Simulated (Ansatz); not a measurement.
# C3HGeN3: the cost of one run

Method: the settings change from run to run; program: Ansatz 0.2.0, Gaussian basis.

## Step 1: The geometry

The geometry comes from an earlier relaxation with PBE0-D4 in a triple-zeta def2 set; it is a stationary point, not always the lowest conformer.

SMILES `N#[C][GeH]([C]#N)[C]#N`, 8 atoms, charge 0, spin multiplicity 1.

Atoms are counted from 1 here; the program's logs count them from 0.

Bond lengths: N1–C2 1.150 Å, C2–Ge3 1.905 Å, Ge3–C4 1.905 Å, Ge3–C6 1.905 Å, Ge3–H8 1.519 Å, C4–N5 1.150 Å, C6–N7 1.150 Å. Angles: N1–C2–Ge3 178.4°, C2–Ge3–C4 107.6°, C2–Ge3–C6 107.6°, C2–Ge3–H8 111.3°, C4–Ge3–C6 107.6°, C4–Ge3–H8 111.3°, C6–Ge3–H8 111.3°, Ge3–C4–N5 178.4°, Ge3–C6–N7 178.4°.

## Step 2: revPBE/def2-TZVPD

Contents of in.yaml:

```yaml
crystal:
  periodic: [false, false, false]
  atoms:
    - {symbol: N, position_ang: [1.864461, -0.851544, 2.087727]}
    - {symbol: C, position_ang: [1.175065, -0.649544, 1.189437]}
    - {symbol: Ge, position_ang: [0.049540, -0.361409, -0.319901]}
    - {symbol: C, position_ang: [0.544614, 1.304907, -1.098508]}
    - {symbol: N, position_ang: [0.848646, 2.296119, -1.596563]}
    - {symbol: C, position_ang: [-1.736724, -0.189607, 0.318616]}
    - {symbol: N, position_ang: [-2.823866, -0.110043, 0.685745]}
    - {symbol: H, position_ang: [0.170462, -1.495979, -1.322252]}
basis:
  gaussian: {orbitals: def2-TZVPD}
hamiltonian: {xc: {name: revPBE}}
output: {forces: true}
```

Started as:

```sh
> ansatz run in.yaml --threads 4 --pin off --events-out ev --progress --plain --max-ram 10444MiB
```

What time and memory should one allow on 4 threads of Arm Neoverse V2, shared host?

About 3.4 s, with a peak of 0.43 GiB.
